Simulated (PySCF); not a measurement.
**SnO: spin, charge, geometry and surroundings**

How does SnO answer to another spin, charge, distance or environment?

Method: each script names its method and basis; program: PySCF 2.14.0.

6 further runs of the same task are left out: 3 for a known fault of the program, 3 that didn't finish.

## 1. Starting geometry

SnO: 2 atoms, charge 0, spin multiplicity 1.

Bond lengths: Sn1–O2 1.755 Å.

## 2. The run that the others are compared with

File input.py:

```python
from pyscf import gto, scf, mp

mol = gto.M(
    atom='Sn 0 0 0; O 0 0 1.755',
    basis='sto-3g',
    charge=0,
    spin=0,
    symmetry=True,
    verbose=3,
)
mf = scf.RHF(mol)
mf.kernel()
mp.MP2(mf).kernel()
mf.dip_moment()
print('orbital energies (hartree):', mf.mo_energy[..., max(0, mol.nelec[1]-3):mol.nelec[0]+3].round(4))
```

Run with:

```
$ python input.py
```

Its log is not repeated here.

Base result: E(SCF) = -6037.054249 Eh, E(MP2) − E(SCF) = -0.16571 Eh, μ = 1.72 D (of the SCF density).

No relativity is included for the heavy element. The bond length is a typed value, not an optimised one.

## 3. Electric field 0.01 a.u.

Variant 1 changes electric field: none → 0.01 a.u.; point-group symmetry: on → off.

File input.py:

```python
from pyscf import gto, scf, mp

mol = gto.M(
    atom='Sn 0 0 0; O 0 0 1.755',
    basis='sto-3g',
    charge=0,
    spin=0,
    verbose=3,
)
mf = scf.RHF(mol)
field = 0.01  # electric field along z, atomic units
h = mf.get_hcore() + field*mol.intor('int1e_r')[2]
mf.get_hcore = lambda *args: h
e_nuc = mol.energy_nuc() - field*mol.atom_charges() @ mol.atom_coords()[:, 2]
mf.energy_nuc = lambda *args: e_nuc
mf.kernel()
mp.MP2(mf).kernel()
mf.dip_moment()
print('orbital energies (hartree):', mf.mo_energy[..., max(0, mol.nelec[1]-3):mol.nelec[0]+3].round(4))
```

Run with:

```
$ python input.py
```

## 4. Bond 1.404 Å

Variant 2 changes bond length: 1.755 Å → 1.404 Å.

Edit input.py of step 2 so:

```diff
@@ -3,3 +3,3 @@
 mol = gto.M(
-    atom='Sn 0 0 0; O 0 0 1.755',
+    atom='Sn 0 0 0; O 0 0 1.404',
     basis='sto-3g',
```

## 5. Bond 1.966 Å

Variant 3 changes bond length: 1.755 Å → 1.966 Å.

Edit input.py of step 2 so:

```diff
@@ -3,3 +3,3 @@
 mol = gto.M(
-    atom='Sn 0 0 0; O 0 0 1.755',
+    atom='Sn 0 0 0; O 0 0 1.966',
     basis='sto-3g',
```

## 6. Bond 2.632 Å

Variant 4 changes bond length: 1.755 Å → 2.632 Å.

Edit input.py of step 2 so:

```diff
@@ -3,3 +3,3 @@
 mol = gto.M(
-    atom='Sn 0 0 0; O 0 0 1.755',
+    atom='Sn 0 0 0; O 0 0 2.632',
     basis='sto-3g',
```

## 7. Electric field 0.2 a.u.

Variant 5 changes electric field: none → 0.2 a.u.; point-group symmetry: on → off.

Edit input.py of step 2 so:

```diff
@@ -7,3 +7,2 @@
     spin=0,
-    symmetry=True,
     verbose=3,
@@ -11,2 +10,7 @@
 mf = scf.RHF(mol)
+field = 0.2  # electric field along z, atomic units
+h = mf.get_hcore() + field*mol.intor('int1e_r')[2]
+mf.get_hcore = lambda *args: h
+e_nuc = mol.energy_nuc() - field*mol.atom_charges() @ mol.atom_coords()[:, 2]
+mf.energy_nuc = lambda *args: e_nuc
 mf.kernel()
```

## 8. Electric field 0.005 a.u.

Variant 6 changes electric field: none → 0.005 a.u.; point-group symmetry: on → off.

Edit input.py of step 2 so:

```diff
@@ -7,3 +7,2 @@
     spin=0,
-    symmetry=True,
     verbose=3,
@@ -11,2 +10,7 @@
 mf = scf.RHF(mol)
+field = 0.005  # electric field along z, atomic units
+h = mf.get_hcore() + field*mol.intor('int1e_r')[2]
+mf.get_hcore = lambda *args: h
+e_nuc = mol.energy_nuc() - field*mol.atom_charges() @ mol.atom_coords()[:, 2]
+mf.energy_nuc = lambda *args: e_nuc
 mf.kernel()
```

Before running it: what results should come out? Wanted: for each run, E(SCF); from base; gap; SCF dipole; after the SCF.

As calculated:

| run | E(SCF) (hartree) | from base (eV) | gap (eV) | SCF dipole (D) | after the SCF |
| --- | --- | --- | --- | --- | --- |
| base | -6037.054249 | 0 | 12.12 | 1.72 | MP2 correlation -4.509 eV |
| electric field 0.01 a.u. | -6037.048519 | +0.1559 | 12.31 | 1.20 | MP2 correlation -4.723 eV |
| bond 1.404 Å | -6036.873513 | +4.9181 | 13.02 | 1.10 | MP2 correlation -2.945 eV |
| bond 1.966 Å | -6037.011308 | +1.1685 | 10.87 | 2.22 | MP2 correlation -5.361 eV |
| bond 2.632 Å | -6036.858079 | +5.3380 | 7.34 | 3.00 | MP2 correlation -1.115 eV |
| electric field 0.2 a.u. (poor choice) | -6037.341310 | not comparable | 11.33 | 9.20 | MP2 correlation -7.222 eV |
| electric field 0.005 a.u. | -6037.051128 | +0.0849 | 12.22 | 1.46 | MP2 correlation -4.615 eV |

What this shows: Of the runs whose energies can be compared, “bond 2.632 Å” moves the SCF energy most (+5.338 eV). With bond 2.632 Å the frontier gap moves by over 1.5 eV, which can mean another electronic state rather than the bond length alone. Rows marked «poor choice» come from settings spoiled on purpose.
